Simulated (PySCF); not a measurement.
# C3H10AlNO: geometry, electronic excitations

Wanted: the electronic excitations of C3H10AlNO (`[H]/N=[CH]/[AlH2-][O+](C)C`), by calculation.

Computed with PySCF 2.14.0, with density-fitted response routines of our own, on a single molecule in the gas phase. Atoms count from 0, in the outputs and in this text.

### Step 1. Starting geometry

16 atoms, charge 0, multiplicity 1; geometry from: GFN2-xTB.

Bonds of the start (Å): C0–O1 1.41, O1–C2 1.41, O1–Al3 1.93, Al3–C4 2.03, C4–N5 1.29, C0–H6 1.09, C0–H7 1.09, C0–H8 1.09, C2–H9 1.09, C2–H10 1.09, C2–H11 1.09, Al3–H12 1.57, Al3–H13 1.56, C4–H14 1.11, N5–H15 1.02.

### Step 2. Relaxing the molecule at PBE0-D3(BJ)/def2-SVP

The job: settings as JSON, then the geometry in Å.

```
{"job": {"xc": "PBE0", "basis": "def2-SVP", "d3": "d3bj", "grid": 1, "kind": "geom"}, "charge": 0, "multiplicity": 1}
C     -1.387728     1.036694    -0.156478
O     -0.784664    -0.235894    -0.156282
C     -1.646987    -1.275812    -0.549917
Al     1.016349    -0.326454     0.540274
C      2.028516     0.881676    -0.743792
N      2.820976     0.196128     0.011170
H     -2.236703     1.066633     0.532705
H     -0.617633     1.733134     0.180126
H     -1.721091     1.307920    -1.163257
H     -2.021592    -1.106380    -1.564087
H     -2.491162    -1.365208     0.140459
H     -1.053415    -2.187706    -0.520583
H      1.065807    -1.887170     0.393221
H      0.694688     0.316151     1.928961
H      2.491636     1.567155    -1.477130
H      3.835405     0.288078    -0.084187
```

**Question.** This job is followed by: TDDFT PBE0/aug-cc-pVDZ, vertical, gas phase, core orbitals frozen in the response; TDDFT PBE0/6-31+G*, vertical, gas phase, core orbitals frozen in the response. What will the session give for the following? point group; rotational constants (main isotopes); lowest singlet (PBE0/aug-cc-pVDZ); brightest single state of those computed; lowest triplet; range of the lowest singlet.

The runs gave:

| quantity | value |
| --- | --- |
| point group | C1 |
| rotational constants (main isotopes) | 6.03, 1.51, 1.29 GHz |
| lowest singlet (PBE0/aug-cc-pVDZ) | 4.29 eV (289 nm), f = 0.005 |
| brightest single state of those computed | state 7, 6.32 eV, f = 0.066 |
| lowest triplet | 3.34 eV |
| range of the lowest singlet | 4.29 to 4.37 eV |

Over 23 steps the energy fell by 0.220 eV; of the close pairs, O1–Al3 changed most, 1.933 to 2.092 Å. No frequency check was run at this level, so the end point may be a saddle. The structure rearranged or came apart on optimisation; the results belong to the end geometry, not to the formula as drawn. The lowest singlet, at 4.29 eV, is HOMO→LUMO 0.96 and is weak; of the 10 states computed, the strongest absorption comes from state 7 at 6.32 eV. The lowest triplet lies 0.95 eV below the lowest singlet (triplets in Tamm-Dancoff, singlets in full TDDFT). The lowest singlet runs from 4.29 eV (PBE0/aug-cc-pVDZ) to 4.37 eV (PBE0/6-31+G*), while the orbital gap spans 6.16 to 6.22 eV. The lowest state need not be the same one in every run.
